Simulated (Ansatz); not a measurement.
# B3H7OSi: the cost of one run

Computed with the Python package of Ansatz 0.2.0. Level of theory: PBE0/def2-SVP.

**1. The system**

Bond lengths: B1–B2 1.637 Å, B2–B3 1.635 Å, B3–O4 1.494 Å, B3–Si5 1.974 Å, B1–H6 1.229 Å, B1–H7 1.175 Å, B2–H8 1.146 Å, O4–H9 0.991 Å, Si5–H10 1.492 Å, Si5–H11 1.442 Å, Si5–H12 1.462 Å. Angles (14 of 16 angles, heavy atoms first): B1–B2–B3 121.0°, B2–B3–O4 123.1°, B2–B3–Si5 122.4°, O4–B3–Si5 114.6°, B1–B2–H8 121.5°, B3–B2–H8 117.5°, B2–B1–H6 118.1°, B2–B1–H7 123.1°, B3–O4–H9 106.2°, B3–Si5–H10 108.7°, B3–Si5–H11 108.3°, B3–Si5–H12 108.5°, H6–B1–H7 118.4°, H10–Si5–H11 110.6°.

Input file b3h7osi.xyz:

```xyz
12

B    -1.73780   -0.08660   -1.23670
B    -1.37530   -0.02810    0.35900
B     0.17470    0.07700    0.86740
O     0.55920    0.10000    2.31130
Si    1.69380    0.18960   -0.38810
H    -2.92350   -0.09990   -1.55990
H    -0.92970    0.02160   -2.08260
H    -2.19330   -0.07260    1.15980
H     0.61030   -0.84650    2.59970
H     2.95860    0.28470    0.39820
H     1.69380   -0.99800   -1.20570
H     1.54610    1.40370   -1.18860
```

**2. Script**

spin_b3h7osi.py

```python
# -*- coding: utf-8 -*-
"""Gap between spin states of B3H7OSi at one geometry."""

import ansatz as az

BASIS = "def2-SVP"
FUNCTIONAL = "pbe0"

molecule = az.Crystal.molecule_from_extxyz("b3h7osi.xyz")

calc = (
    molecule.calculation()
    .basis(gaussian=BASIS)
    .functional(FUNCTIONAL)
)
found = {}
for unpaired in [0, 2]:
    summary = calc.spin("collinear", total=unpaired).run(threads=1).report
    s = unpaired / 2
    found[unpaired] = summary["free_energy_ev"]
    print(f"2S+1 = {unpaired + 1}: E = {found[unpaired]:.5f} eV, <S^2> = {abs(summary['mean_field']['state']['spin_squared']):.3f} (pure state {s * (s + 1):.2f})")
lowest = min(found, key=found.get)
for unpaired, e in found.items():
    print(f"multiplicity {unpaired + 1}: {23.060548 * (e - found[lowest]):.1f} kcal/mol above the lowest")
```

**3. What the engine is handed**

The engine receives this input (first run):

```yaml
crystal:
  periodic: [false, false, false]
  atoms:
    - { symbol: B, position_ang: [-1.7378, -0.0866, -1.2367] }
    - { symbol: B, position_ang: [-1.3753, -0.0281, 0.359] }
    - { symbol: B, position_ang: [0.1747, 0.077, 0.8674] }
    - { symbol: O, position_ang: [0.5592, 0.1, 2.3113] }
    - { symbol: Si, position_ang: [1.6938, 0.1896, -0.3881] }
    - { symbol: H, position_ang: [-2.9235, -0.0999, -1.5599] }
    - { symbol: H, position_ang: [-0.9297, 0.0216, -2.0826] }
    - { symbol: H, position_ang: [-2.1933, -0.0726, 1.1598] }
    - { symbol: H, position_ang: [0.6103, -0.8465, 2.5997] }
    - { symbol: H, position_ang: [2.9586, 0.2847, 0.3982] }
    - { symbol: H, position_ang: [1.6938, -0.998, -1.2057] }
    - { symbol: H, position_ang: [1.5461, 1.4037, -1.1886] }
basis:
  gaussian:
    orbitals: def2-SVP
hamiltonian:
  xc: pbe0
magnetization:
  spin_polarized: true
  initial_magnetization: 0.0
```

**4. Launch**

The run is started by

```console
$ python spin_b3h7osi.py
```

What time and memory should one allow on 1 thread of Arm Neoverse V1, shared host?

About 34 s, with a peak of 0.44 GiB.
